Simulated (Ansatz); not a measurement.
From input file to script: C2H4Se, SMILES C=C[SeH] in Ansatz 0.2.0.

```yaml
crystal:
  periodic: [false, false, false]
  atoms:
    - { symbol: C, position_ang: [-0.7097, 0.357, -0.5915] }
    - { symbol: C, position_ang: [-0.068, 0.1716, 0.5097] }
    - { symbol: Se, position_ang: [0.7373, -1.528, 0.7975] }
    - { symbol: H, position_ang: [-0.7883, -0.3608, -1.361] }
    - { symbol: H, position_ang: [-1.2242, 1.3602, -0.7833] }
    - { symbol: H, position_ang: [0.0344, 0.9704, 1.2571] }
    - { symbol: H, position_ang: [2.0798, -1.0384, 0.1257] }
basis:
  gaussian:
    orbitals: def2-SVP
correlation:
  method: sc_nevpt2
  active_space:
    window:
      electrons: 6
      orbitals: 6
```

Interactive session:
```pycon
>>> import ansatz
>>> from ase import Atoms
>>> BASIS = "def2-SVP"
>>> atoms = Atoms(["C", "C", "Se", "H", "H", "H", "H"], positions=[
...     (-0.7097, 0.357, -0.5915),
...     (-0.068, 0.1716, 0.5097),
...     (0.7373, -1.528, 0.7975),
...     (-0.7883, -0.3608, -1.361),
...     (-1.2242, 1.3602, -0.7833),
...     (0.0344, 0.9704, 1.2571),
...     (2.0798, -1.0384, 0.1257),
... ])
>>> system = ansatz.Crystal.molecule_from_ase(atoms)
>>> model = system.calculation().basis(gaussian=BASIS).correlation(active_electrons=6, active_orbitals=6)
>>> for method in ["sc_nevpt2"]:
...     data = (model if method is None else model.correlation(method)).run().report
...     space = data["configurations"]
...     state = space["states"][0]
...     print(method or "casscf", f"total {data['free_energy_ev'] / 27.211386246:.6f} Ha, active-space state {state['energy']['hartree']:.6f} Ha, mean field {data['reference_energy_ev'] / 27.211386246:.6f} Ha")
...     print("  determinants", state["n_determinants"], " natural occupations", [round(n, 3) for n in space["natural_occupations"]])
...
sc_nevpt2 total -2478.011848 Ha, active-space state -2477.571452 Ha, mean field -2477.504569 Ha
  determinants 400  natural occupations [1.972, 1.961, 1.925, 0.076, 0.038, 0.028]
```

Reading the output:
- Total energies depend on the basis set; only differences at equal settings carry meaning.
- The geometry is a force-field or estimated start, not a minimum of this method, and the basis set is short of its limit. The active space starts as a window about the frontier orbitals and is then optimised, not chosen by chemistry.
- The whole script took 4.3 s on 1 thread of Arm Neoverse V2, with other jobs on the host, peak memory 0.26 GiB.

(Lines on the test bed's own set-up are left out of the output.)
